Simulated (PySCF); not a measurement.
# H6NiS6 ([Ni(SH)6]3-): the cost of one run

Programs: PySCF 2.14.0, with routines of our own; each step states its level. All values are computed. Atoms count from 0.

### Step 1. The system as given

13 atoms, charge -3, states of the metal's open shell are computed; geometry from: model geometry, bond lengths from ionic radii.

### Step 2. Ligand-field states: state-averaged CASSCF in water

The job: settings as JSON, then the geometry in Å.

```
{"job": {"kind": "lf", "basis": {"metal": "x2c-TZVPall", "ligand": "x2c-SVPall"}, "nevpt": true, "solvent": "water"}, "charge": -3, "metal": "Ni", "open_shell": "d7"}
Ni     0.000000     0.000000     0.000000
S      0.000000     0.000000     2.340000
H      1.320000     0.000000     2.590000
S      0.000000     0.000000    -2.340000
H     -1.320000     0.000000    -2.590000
S      2.340000     0.000000     0.000000
H      2.590000     1.320000     0.000000
S     -2.340000     0.000000     0.000000
H     -2.590000    -1.320000     0.000000
S      0.000000     2.340000     0.000000
H      0.000000     2.590000     1.320000
S     -0.000000    -2.340000     0.000000
H     -0.000000    -2.590000    -1.320000
```

Method: state-averaged CASSCF of the metal d shell, SC-NEVPT2 on the averaged canonical orbitals, state-interaction spin-orbit coupling.

Command:

```bash
OMP_NUM_THREADS=1 python lf_run.py task.json out
```

This one command runs all jobs of the session in turn.

**Question.** How long does this first job take on 1 thread of AMD EPYC 7R43, shared host, and how much memory does it need?

About 23 s, with a peak of 0.52 GiB.
